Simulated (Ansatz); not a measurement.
# CuF: how the settings move a single-point run

How sensitive is a single-point run of CuF to its settings? A reference run comes first, then six runs with altered input. The cell is built on a prototype (CsCl type) and needn't be the phase found in nature.

Method: reference: DFT, PBE, plane waves, PAW, in Ansatz 0.2.0.

1 further run of the same task is left out (for a known fault of the program).

## Step 1: The structure to begin with

Symmetry: Pm-3m, No. 221, cubic system. The conventional cell has a = 2.738 Å, b = 2.738 Å, c = 2.738 Å, α = 90.00°, β = 90.00°, γ = 90.00°. Around Cu (site symmetry m-3m) lie 8 F at 2.37 Å. Around F (site symmetry m-3m) lie 8 Cu at 2.37 Å.

Structure file:

```
Cu F
1.0
     2.73846    0.00000    0.00000
     0.00000    2.73846    0.00000
     0.00000    0.00000    2.73846
Cu F
1 1
Direct
  0.00000 0.00000 0.00000
  0.50000 0.50000 0.50000
```

## Step 2: Baseline

File input.yaml:

```yaml
crystal:
  lattice:
    - [2.7384616894, 0.0, 0.0]
    - [0.0, 2.7384616894, 0.0]
    - [0.0, 0.0, 2.7384616894]
  atoms:
    - { symbol: Cu, position: [0.0, 0.0, 0.0] }
    - { symbol: F, position: [0.5, 0.5, 0.5] }
kpoints:
  mp_grid: { grid: [6, 6, 6] }
hamiltonian:
  xc: pbe
scf:
  occupations: { method: fermi_dirac, width: 0.02 }
  n_extra_bands: 4
output:
  forces: true
  stress: true
  eigenvalues: true
```

Run with:

```
ansatz run input.yaml --threads 4 --pin off --max-ram 3686MiB --backend cpu --events-out ev --progress --plain --runs-dir out
```

Standard output (excerpt; [...] marks lines left out):

```text
Warning: RAYON_NUM_THREADS=4 ignored (pool sized by the plan → 4); use --threads N
scf.n_extra_bands = 4 over 13 filled bands (N_el = 26.0): the run solves 17 bands
[...]
Pseudopotentials: kind: paw
Pseudopotential: Cu, paw, valence charge 19, recommended cutoff 420 eV (normal), Cu.paw.azcp
Pseudopotential: F, paw, valence charge 7, recommended cutoff 420 eV (normal), F.paw.azcp
Functional definition: PBE
[...]
Crystal: 2 atoms, lattice volume = 20.536 Å³
Basis set: ecut = 420 eV, 389 PW (Γ), exchange–correlation on 40×40×40 points (8 copies of the dense FFT grid, shifted against one another)
Bands: 17, of which v1, the nominal top of the filled ones, is band 13 counted from 1 (12 counted from 0)
Symmetry: 48 space group operations
Space group: Pm-3m (ITA 221), of the structure as read, at distance tolerance 2.7e-5 Å
k-points: 20 of 216
[...]
SCF iter   1: F=—  HF=-7432.137441 eV  |F-HF|=—  |Δ(HF+E_count)|=         —  Δρ=3.67e-3  dr2=9.17e-4  ethr=1.77e-3  ⟨swp⟩=5.0  Hψ=1489  notcnv=0
[...]
SCF iter   6: F=-7432.137654 eV  HF=-7432.137654 eV  |F-HF|=1.35e-8  |Δ(HF+E_count)|=   2.58e-8  Δρ=1.34e-5  dr2=1.78e-8  ethr=3.85e-10  ⟨swp⟩=3.8  Hψ=1019  notcnv=0
[...]
SCF converged after 6 iterations
Free energy (F): -7432.137654 eV
[...]
E sigma→0 (E₀):  -7432.136367 eV
Entropy (-TS):   -0.002575 eV (-1.288 meV/atom)
Fermi energy:    11.482324 eV
[...]
--- Forces (eV/Å), atoms counted from 1 ---
  atom   1  Cu    -0.00000000    -0.00000000    -0.00000000
  atom   2  F      0.00000000    -0.00000000     0.00000000
[...]
--- Stress (GPa, compression-positive) ---
        6.653025       0.000000       0.000000
        0.000000       6.653025       0.000000
        0.000000       0.000000       6.653025
  P = ⅓ Tr σ = 6.6530 GPa (66.530 kbar)
--- Band table (eV; the first three rows and the last of 20) ---
  k-point 0: bands = ["-99.0783", "-56.5024", "-56.5024", "-56.5024", "-12.6405", "7.0351", "7.0351", "7.0351", "9.5621", "9.5621", "9.6166", "11.1211", "11.1211", "11.1211", "26.8548", "26.8548", "28.5555"]
[...]
```

It took 0.59 s on 4 threads of Arm Neoverse N1, shared host; peak memory 0.27 GiB.

## Step 3: Changing settings: xc_grid 3

Edit input.yaml of step 2 so:

```diff
@@ -19 +19,3 @@
   eigenvalues: true
+basis:
+  xc_grid: 3
```

Run with:

```
ansatz run input.yaml --threads 4 --pin off --max-ram 3686MiB --backend cpu --events-out ev --progress --plain --runs-dir out
```

Standard output (excerpt; [...] marks lines left out):

```text
Warning: RAYON_NUM_THREADS=4 ignored (pool sized by the plan → 4); use --threads N
scf.n_extra_bands = 4 over 13 filled bands (N_el = 26.0): the run solves 17 bands
[...]
[... 4 set-up lines as earlier in the session ...]
[...]
Crystal: 2 atoms, lattice volume = 20.536 Å³
Basis set: ecut = 420 eV, 389 PW (Γ), exchange–correlation on 60×60×60 points (27 copies of the dense FFT grid, shifted against one another)
Bands: 17, of which v1, the nominal top of the filled ones, is band 13 counted from 1 (12 counted from 0)
[... 2 set-up lines as earlier in the session ...]
k-points: 20 of 216
[...]
SCF iter   1: F=—  HF=-7432.137413 eV  |F-HF|=—  |Δ(HF+E_count)|=         —  Δρ=3.67e-3  dr2=9.17e-4  ethr=1.77e-3  ⟨swp⟩=5.0  Hψ=1489  notcnv=0
[...]
SCF iter   6: F=-7432.137668 eV  HF=-7432.137668 eV  |F-HF|=1.42e-8  |Δ(HF+E_count)|=   2.63e-8  Δρ=1.37e-5  dr2=1.86e-8  ethr=3.85e-10  ⟨swp⟩=3.8  Hψ=1019  notcnv=0
[...]
SCF converged after 6 iterations
Free energy (F): -7432.137668 eV
[...]
E sigma→0 (E₀):  -7432.136380 eV
Entropy (-TS):   -0.002575 eV (-1.288 meV/atom)
Fermi energy:    11.482328 eV
[...]
--- Forces (eV/Å), atoms counted from 1 ---
  atom   1  Cu    -0.00000000     0.00000000    -0.00000000
  atom   2  F      0.00000000     0.00000000     0.00000000
[...]
--- Stress (GPa, compression-positive) ---
        6.652980       0.000000       0.000000
       -0.000000       6.652980       0.000000
       -0.000000       0.000000       6.652980
  P = ⅓ Tr σ = 6.6530 GPa (66.530 kbar)
--- Band table (eV; the first three rows and the last of 20) ---
  k-point 0: bands = ["-99.0783", "-56.5024", "-56.5024", "-56.5024", "-12.6405", "7.0351", "7.0351", "7.0351", "9.5621", "9.5621", "9.6166", "11.1211", "11.1211", "11.1211", "26.8548", "26.8548", "28.5555"]
[...]
```

Run time: 0.58 s. Hardware: 4 threads of Arm Neoverse N1, shared host; peak memory 0.28 GiB.

Changing the numerical grids hardly moves the energy: 0.0 meV/atom.

## Step 4: A further run, with the input changed

Edit input.yaml of step 2 so:

```diff
@@ -13,3 +13,3 @@
 scf:
-  occupations: { method: fermi_dirac, width: 0.02 }
+  occupations: { method: fixed }
   n_extra_bands: 4
```

Run with:

```
ansatz run input.yaml --threads 4 --pin off --max-ram 3686MiB --backend cpu --events-out ev --progress --plain --runs-dir out
```

Standard output (excerpt; [...] marks lines left out):

```text
Warning: RAYON_NUM_THREADS=4 ignored (pool sized by the plan → 4); use --threads N
scf.n_extra_bands = 4 over 13 filled bands (N_el = 26.0): the run solves 17 bands
[...]
[... 4 set-up lines as earlier in the session ...]
[...]
Crystal: 2 atoms, lattice volume = 20.536 Å³
Basis set: ecut = 420 eV, 389 PW (Γ), exchange–correlation on 40×40×40 points (8 copies of the dense FFT grid, shifted against one another)
Bands: 17, of which v1, the nominal top of the filled ones, is band 13 counted from 1 (12 counted from 0)
[... 2 set-up lines as earlier in the session ...]
k-points: 20 of 216
[...]
SCF iter   1: F=—  HF=-7432.114383 eV  |F-HF|=—  |Δ(HF+E_count)|=         —  Δρ=2.95e-3  dr2=1.03e-3  ethr=1.77e-3  ⟨swp⟩=4.0  Hψ=1273  notcnv=0  defer=31
[...]
SCF iter   6: F=-7432.114755 eV  HF=-7432.114755 eV  |F-HF|=1.44e-9  |Δ(HF+E_count)|=   5.40e-7  Δρ=7.26e-6  dr2=5.38e-9  ethr=3.85e-10  ⟨swp⟩=6.2  Hψ=1506  notcnv=0
WARN: a fill by count may have filled part of one level: at k-index 0 the highest filled band, 11.124672 eV, and the lowest empty band, 11.124672 eV, stand 1.776e-15 eV apart, within the solve's uncertainty, 3.162e-4 eV. If they are one level, whatever splits it, however little, can move [...]
SCF converged after 6 iterations
Free energy (F): -7432.114755 eV
[...]
E sigma→0 (E₀):  -7432.114755 eV
Fermi energy:    11.497597 eV
[...]
--- Forces (eV/Å), atoms counted from 1 ---
  atom   1  Cu    -0.00000000     0.00000000     0.00000000
  atom   2  F      0.00000000     0.00000000    -0.00000000
[...]
--- Stress (GPa, compression-positive) ---
        6.940825       0.000000       0.000000
        0.000000       6.940825       0.000000
        0.000000       0.000000       6.940825
  P = ⅓ Tr σ = 6.9408 GPa (69.408 kbar)
--- Band table (eV; the first three rows and the last of 20) ---
  k-point 0: bands = ["-99.0695", "-56.4939", "-56.4939", "-56.4939", "-12.6432", "7.0325", "7.0325", "7.0325", "9.5734", "9.5734", "9.6182", "11.1247", "11.1247", "11.1247", "26.8579", "26.8579", "28.5571"]
[...]
```

It took 0.63 s on 4 threads of Arm Neoverse N1, shared host; peak memory 0.27 GiB.

## Step 5: Can this result be trusted?

The program finished normally, with warnings (band overlap at count, metallic iterate, unresolved pair at count). Its log warns: «a fill by count may have filled part of one level: at k-index 0 the highest filled band, 11.124672 eV, and the lowest empty band, 11.124672 eV, stand 1.776e-15 eV apart ...»

Look at the input: scf.occupations.method is fixed; scf.occupations.width is missing. What could go wrong: fixed occupations where they can't hold. It still converged here, which does not make the setting sound.

The way back: set scf.occupations.method to fermi_dirac and scf.occupations.width to 0.02.

Changing the smearing moves the energy by +10.8 meV/atom (σ→0 values).

## Step 6: Changing settings: occupations.width 0.5

Edit input.yaml of step 2 so:

```diff
@@ -13,3 +13,3 @@
 scf:
-  occupations: { method: fermi_dirac, width: 0.02 }
+  occupations: { method: fermi_dirac, width: 0.5 }
   n_extra_bands: 4
```

Run with:

```
ansatz run input.yaml --threads 4 --pin off --max-ram 3686MiB --backend cpu --events-out ev --progress --plain --runs-dir out
```

Standard output (excerpt; [...] marks lines left out):

```text
Warning: RAYON_NUM_THREADS=4 ignored (pool sized by the plan → 4); use --threads N
scf.n_extra_bands = 4 over 13 filled bands (N_el = 26.0): the run solves 17 bands
[...]
[... 4 set-up lines as earlier in the session ...]
[...]
Crystal: 2 atoms, lattice volume = 20.536 Å³
Basis set: ecut = 420 eV, 389 PW (Γ), exchange–correlation on 40×40×40 points (8 copies of the dense FFT grid, shifted against one another)
Bands: 17, of which v1, the nominal top of the filled ones, is band 13 counted from 1 (12 counted from 0)
[... 2 set-up lines as earlier in the session ...]
k-points: 20 of 216
[...]
SCF iter   1: F=—  HF=-7432.475952 eV  |F-HF|=—  |Δ(HF+E_count)|=         —  Δρ=2.89e-2  dr2=1.14e-1  ethr=1.77e-3  ⟨swp⟩=4.2  Hψ=1350  notcnv=0
[...]
SCF iter   6: F=-7432.457947 eV  HF=-7432.457947 eV  |F-HF|=1.86e-8  |Δ(HF+E_count)|=   1.73e-6  Δρ=1.09e-5  dr2=1.48e-8  ethr=3.85e-10  ⟨swp⟩=3.1  Hψ=1400  notcnv=0
[...]
SCF converged after 6 iterations
Free energy (F): -7432.457947 eV
[...]
E sigma→0 (E₀):  -7432.157999 eV
Entropy (-TS):   -0.599895 eV (-299.948 meV/atom)
Fermi energy:    12.588200 eV
[...]
--- Forces (eV/Å), atoms counted from 1 ---
  atom   1  Cu    -0.00000000     0.00000000     0.00000000
  atom   2  F      0.00000000    -0.00000000    -0.00000000
[...]
--- Stress (GPa, compression-positive) ---
        9.933804      -0.000000      -0.000000
       -0.000000       9.933804       0.000000
       -0.000000       0.000000       9.933804
  P = ⅓ Tr σ = 9.9338 GPa (99.338 kbar)
--- Band table (eV; the first three rows and the last of 20) ---
  k-point 0: bands = ["-99.4709", "-56.8829", "-56.8829", "-56.8829", "-12.5233", "7.1529", "7.1529", "7.1529", "9.2794", "9.2794", "9.5782", "10.7871", "10.7871", "10.7871", "26.7872", "26.7872", "28.5126"]
[...]
```

Run time: 0.6 s. Hardware: 4 threads of Arm Neoverse N1, shared host; peak memory 0.27 GiB.

Changing the smearing moves the energy by -10.8 meV/atom (σ→0 values), and the pressure goes from 6.7 to 9.9 GPa.

## Step 7: Changed: mp_grid.grid [2, 2, 2]

Edit input.yaml of step 2 so:

```diff
@@ -9,3 +9,3 @@
 kpoints:
-  mp_grid: { grid: [6, 6, 6] }
+  mp_grid: { grid: [2, 2, 2] }
 hamiltonian:
```

Run with:

```
ansatz run input.yaml --threads 4 --pin off --max-ram 3686MiB --backend cpu --events-out ev --progress --plain --runs-dir out
```

Standard output (excerpt; [...] marks lines left out):

```text
Warning: RAYON_NUM_THREADS=4 ignored (pool sized by the plan → 4); use --threads N
scf.n_extra_bands = 4 over 13 filled bands (N_el = 26.0): the run solves 17 bands
[...]
[... 4 set-up lines as earlier in the session ...]
[...]
Crystal: 2 atoms, lattice volume = 20.536 Å³
Basis set: ecut = 420 eV, 389 PW (Γ), exchange–correlation on 40×40×40 points (8 copies of the dense FFT grid, shifted against one another)
Bands: 17, of which v1, the nominal top of the filled ones, is band 13 counted from 1 (12 counted from 0)
[... 2 set-up lines as earlier in the session ...]
k-points: 4 of 8
[...]
SCF iter   1: F=—  HF=-7431.840000 eV  |F-HF|=—  |Δ(HF+E_count)|=         —  Δρ=4.10e-2  dr2=2.74e-1  ethr=1.77e-3  ⟨swp⟩=4.8  Hψ=310  notcnv=0
[...]
SCF iter   7: F=-7431.798465 eV  HF=-7431.798465 eV  |F-HF|=9.27e-10  |Δ(HF+E_count)|=   6.75e-9  Δρ=2.78e-6  dr2=7.63e-10  ethr=1.36e-10  ⟨swp⟩=2.2  Hψ=237  notcnv=0
[...]
SCF converged after 7 iterations
Free energy (F): -7431.798465 eV
[...]
E sigma→0 (E₀):  -7431.793547 eV
Entropy (-TS):   -0.009836 eV (-4.918 meV/atom)
Fermi energy:    11.286411 eV
[...]
--- Forces (eV/Å), atoms counted from 1 ---
  atom   1  Cu    -0.00000000    -0.00000000     0.00000000
  atom   2  F     -0.00000000    -0.00000000     0.00000000
[...]
--- Stress (GPa, compression-positive) ---
       14.418710      -0.000000       0.000000
       -0.000000      14.418710       0.000000
        0.000000       0.000000      14.418710
  P = ⅓ Tr σ = 14.4187 GPa (144.187 kbar)
--- Band table (eV) ---
  k-point 0: bands = ["-99.4400", "-56.8557", "-56.8557", "-56.8557", "-12.2447", "7.4339", "7.4339", "7.4339", "9.2948", "9.2948", "9.6284", "10.8010", "10.8010", "10.8010", "26.8418", "26.8418", "28.5611"]
[...]
```

It took 0.49 s on 4 threads of Arm Neoverse N1, shared host; peak memory 0.26 GiB.

Changing the k-point mesh moves the energy by +169.6 meV/atom, and the pressure goes from 6.7 to 14.4 GPa. Sampling errors of the energy have no fixed sign.

## Step 8: Changed: occupations.method gaussian, occupations.width 0.5

Edit input.yaml of step 2 so:

```diff
@@ -13,3 +13,3 @@
 scf:
-  occupations: { method: fermi_dirac, width: 0.02 }
+  occupations: { method: gaussian, width: 0.5 }
   n_extra_bands: 4
```

Run with:

```
ansatz run input.yaml --threads 4 --pin off --max-ram 3686MiB --backend cpu --events-out ev --progress --plain --runs-dir out
```

Standard output (excerpt; [...] marks lines left out):

```text
Warning: RAYON_NUM_THREADS=4 ignored (pool sized by the plan → 4); use --threads N
scf.n_extra_bands = 4 over 13 filled bands (N_el = 26.0): the run solves 17 bands
[...]
[... 4 set-up lines as earlier in the session ...]
[...]
Crystal: 2 atoms, lattice volume = 20.536 Å³
Basis set: ecut = 420 eV, 389 PW (Γ), exchange–correlation on 40×40×40 points (8 copies of the dense FFT grid, shifted against one another)
Bands: 17, of which v1, the nominal top of the filled ones, is band 13 counted from 1 (12 counted from 0)
[... 2 set-up lines as earlier in the session ...]
k-points: 20 of 216
[...]
SCF iter   1: F=—  HF=-7432.185286 eV  |F-HF|=—  |Δ(HF+E_count)|=         —  Δρ=3.55e-3  dr2=1.33e-3  ethr=1.77e-3  ⟨swp⟩=4.2  Hψ=1350  notcnv=0
[...]
SCF iter   6: F=-7432.185600 eV  HF=-7432.185600 eV  |F-HF|=1.09e-11  |Δ(HF+E_count)|=   4.96e-9  Δρ=5.17e-7  dr2=2.55e-11  ethr=1.07e-11  ⟨swp⟩=1.9  Hψ=1025  notcnv=0
[...]
SCF converged after 6 iterations
Free energy (F): -7432.185600 eV
[...]
E sigma→0 (E₀):  -7432.142023 eV
Entropy (-TS):   -0.087154 eV (-43.577 meV/atom)
Fermi energy:    11.921156 eV
[...]
--- Forces (eV/Å), atoms counted from 1 ---
  atom   1  Cu    -0.00000000    -0.00000000     0.00000000
  atom   2  F      0.00000000     0.00000000     0.00000000
[...]
--- Stress (GPa, compression-positive) ---
        7.187670      -0.000000       0.000000
       -0.000000       7.187670       0.000000
        0.000000       0.000000       7.187670
  P = ⅓ Tr σ = 7.1877 GPa (71.877 kbar)
--- Band table (eV; the first three rows and the last of 20) ---
  k-point 0: bands = ["-99.1289", "-56.5513", "-56.5513", "-56.5513", "-12.6328", "7.0428", "7.0428", "7.0428", "9.5286", "9.5286", "9.6111", "11.0767", "11.0767", "11.0767", "26.8461", "26.8461", "28.5492"]
[...]
```

Run time: 0.57 s. Hardware: 4 threads of Arm Neoverse N1, shared host; peak memory 0.27 GiB.

Changing the smearing moves the energy by -2.8 meV/atom (σ→0 values), and the pressure goes from 6.7 to 7.2 GPa.

## Step 9: Variant: occupations.method methfessel_paxton, occupations.width 0.001

Edit input.yaml of step 2 so:

```diff
@@ -13,3 +13,3 @@
 scf:
-  occupations: { method: fermi_dirac, width: 0.02 }
+  occupations: { method: methfessel_paxton, width: 0.001 }
   n_extra_bands: 4
```

Run with:

```
ansatz run input.yaml --threads 4 --pin off --max-ram 3686MiB --backend cpu --events-out ev --progress --plain --runs-dir out
```

Standard output (excerpt; [...] marks lines left out):

```text
Warning: RAYON_NUM_THREADS=4 ignored (pool sized by the plan → 4); use --threads N
scf.n_extra_bands = 4 over 13 filled bands (N_el = 26.0): the run solves 17 bands
[...]
[... 4 set-up lines as earlier in the session ...]
[...]
Crystal: 2 atoms, lattice volume = 20.536 Å³
Basis set: ecut = 420 eV, 389 PW (Γ), exchange–correlation on 40×40×40 points (8 copies of the dense FFT grid, shifted against one another)
Bands: 17, of which v1, the nominal top of the filled ones, is band 13 counted from 1 (12 counted from 0)
[... 2 set-up lines as earlier in the session ...]
k-points: 20 of 216
[...]
SCF converged after 5 iterations
Stability not checked: this state was not tested for a lower state beside it, because cold or Methfessel-Paxton smearing, or corrected tetrahedra, fill the levels in a way that the test cannot read (fill_not_monotonic; see scf.lower_state_search)
Free energy (F): -7432.135846 eV
[...]
E sigma→0 (E₀):  -7432.135845 eV
Entropy (-TS):   -0.000004 eV (-0.002 meV/atom)
Fermi energy:    11.471973 eV
[...]
--- Forces (eV/Å), atoms counted from 1 ---
  atom   1  Cu    -0.00000000    -0.00000000     0.00000000
  atom   2  F      0.00000000    -0.00000000    -0.00000000
[...]
--- Stress (GPa, compression-positive) ---
        6.653743       0.000000       0.000000
        0.000000       6.653743       0.000000
        0.000000       0.000000       6.653743
  P = ⅓ Tr σ = 6.6537 GPa (66.537 kbar)
--- Band table (eV; the first three rows and the last of 20) ---
  k-point 0: bands = ["-99.0835", "-56.5075", "-56.5075", "-56.5075", "-12.6361", "7.0396", "7.0396", "7.0396", "9.5575", "9.5575", "9.6164", "11.1170", "11.1170", "11.1170", "26.8539", "26.8539", "28.5553"]
[...]
```

It took 0.56 s on 4 threads of Arm Neoverse N1, shared host; peak memory 0.27 GiB.

Changing the smearing hardly moves the energy: +0.3 meV/atom. Cost: 5 SCF cycles against 6.

## Step 10: All runs together

```csv
run,ending,energy change,pressure (GPa),gap (eV),force (eV/Å),cycles,time
reference,converged,0,6.7,0.00,0.00,6,0.59 s
1: xc_grid 3,converged,0.0 meV/atom,6.7,0.00,0.00,6,0.58 s
"2: occupations.method fixed, width left out",converged,+10.8 meV/atom (σ→0),6.9,0.00,0.00,6,0.63 s
3: occupations.width 0.5,converged,-10.8 meV/atom (σ→0),9.9,0.00,0.00,6,0.6 s
"4: mp_grid.grid [2, 2, 2]",converged,+169.6 meV/atom,14.4,0.00,0.00,7,0.49 s
"5: occupations.method gaussian, occupations.width 0.5",converged,-2.8 meV/atom (σ→0),7.2,0.00,0.00,6,0.57 s
"6: occupations.method methfessel_paxton, occupations.width 0.001",converged,+0.3 meV/atom (σ→0),6.7,0.00,0.00,5,0.56 s
```

Residual by cycle in the longest SCF loop of each run; runs are numbered as in the table. The quantity is the density residual dr2, in eV.

```csv
cycle,reference,run 1,run 2,run 3,run 4,run 5,run 6
1,9.2e-4,9.2e-4,0.00103,0.114,0.274,0.00133,7.6e-4
2,3.3e-4,3.3e-4,0.00103,0.0366,0.0123,4.3e-5,9.3e-5
3,3.1e-6,3.1e-6,7.9e-5,0.00306,0.00312,1.8e-5,2.3e-6
4,5.1e-7,5.0e-7,6.8e-6,1.9e-5,3.6e-4,9.9e-8,6.3e-7
5,2.0e-7,2.0e-7,2.7e-7,7.5e-6,1.6e-6,2.8e-9,6.3e-9
6,1.8e-8,1.9e-8,5.4e-9,1.5e-8,3.5e-8,2.5e-11,-
7,-,-,-,-,7.6e-10,-,-
```

Run 2 forced a fixed filling on bands that overlap, as the log warns, so it is not on the ground state.
